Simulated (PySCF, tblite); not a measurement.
**C₆H₇O₂ radical: geometry, infrared bands and EPR parameters**

What infrared bands and EPR parameters should C₆H₇O₂ radical (`CC[CH]C#CC(=O)O`) show?

The runs use tblite 0.8.0 and PySCF 2.14.0, with density-fitted response routines of our own; the level of theory stands in each step. All values are computed, except where a source is named. Atoms are numbered from 0 throughout.

## Step 1: The molecule as given

15 atoms, charge 0, multiplicity 2; geometry from: force field or distance geometry start.

Bonds of the start (Å): C0–C1 1.53, C1–C2 1.50, C2–C3 1.45, C3–C4 1.21, C4–C5 1.44, C5–O6 1.26, C5–O7 1.39, C0–H8 1.09, C0–H9 1.12, C0–H10 1.12, C1–H11 1.12, C1–H12 1.11, C2–H13 1.10, O7–H14 1.02.

## Step 2: Relaxing the molecule with GFN2-xTB

Job settings and geometry (Å):

```
{"job": {"kind": "relax", "xc": "GFN2-xTB", "basis": "xTB"}, "charge": 0, "multiplicity": 2}
C     -1.929600     0.720200     0.197300
C     -1.941100    -0.694100    -0.380400
C     -0.860600    -0.738000    -1.426700
C      0.464600    -0.412700    -0.924400
C      1.565700    -0.182300    -0.483000
C      2.895500     0.087700     0.008600
O      3.594600    -0.909300     0.315000
O      3.382300     1.387300     0.145200
H     -0.955400     0.941100     0.642200
H     -2.778200     0.801500     0.924300
H     -2.166400     1.397300    -0.666500
H     -1.771700    -1.421000     0.453200
H     -2.958100    -0.903000    -0.781800
H     -0.864000    -1.643600    -2.049400
H      4.318000     1.577100     0.498700
```

Launch:

```console
OMP_NUM_THREADS=1 python probes_run.py task.json out
```

This one command runs all jobs of the session in turn.

**Question.** This job is followed by: GFN2-xTB harmonic vibrations, gas phase; UKS B3LYP, pcH-1 on C H O, non-relativistic, mean-field spin-orbit, GIAO. What will the session give for the following? strongest single infrared mode (GFN2-xTB); zero-point energy (GFN2-xTB); g(iso) (B3LYP); ⟨S²⟩; largest a(iso) (averaged by class); potential on the surface of density 0.002 e/bohr³, 1st and 99th percentile.

**Answer**, as computed:

| quantity | value |
| --- | --- |
| strongest single infrared mode (GFN2-xTB) | 1708 cm⁻¹, 650 km/mol |
| zero-point energy (GFN2-xTB) | 70.2 kcal/mol |
| g(iso) (B3LYP) | 2.00328 |
| ⟨S²⟩ | 0.770 (exact 0.75) |
| largest a(iso) (averaged by class) | 1H on H11, H12, 81.1 MHz |
| potential on the surface of density 0.002 e/bohr³, 1st and 99th percentile | -1.72 V and 2.39 V |

Over 146 steps the energy fell by 1.191 eV; of the close pairs, C2–C3 changed most, 1.454 to 1.347 Å. No mode is imaginary among the 39: a minimum at this level. The strongest single mode, at 1708 cm⁻¹, moves mainly C5 and O6. GFN2-xTB is a fitted tight-binding method: band positions and strengths are rough. Its intensities can rank the bands wrongly. The largest spin populations lie on C2 (0.67 e), C4 (0.49 e). The isotropic g lies 1.0 ppt above the free-electron value. These values are for one conformer; the search (at its own cheap level) found 2 more, at 0.34, 0.64 kcal/mol, and measured spectra average over such forms.
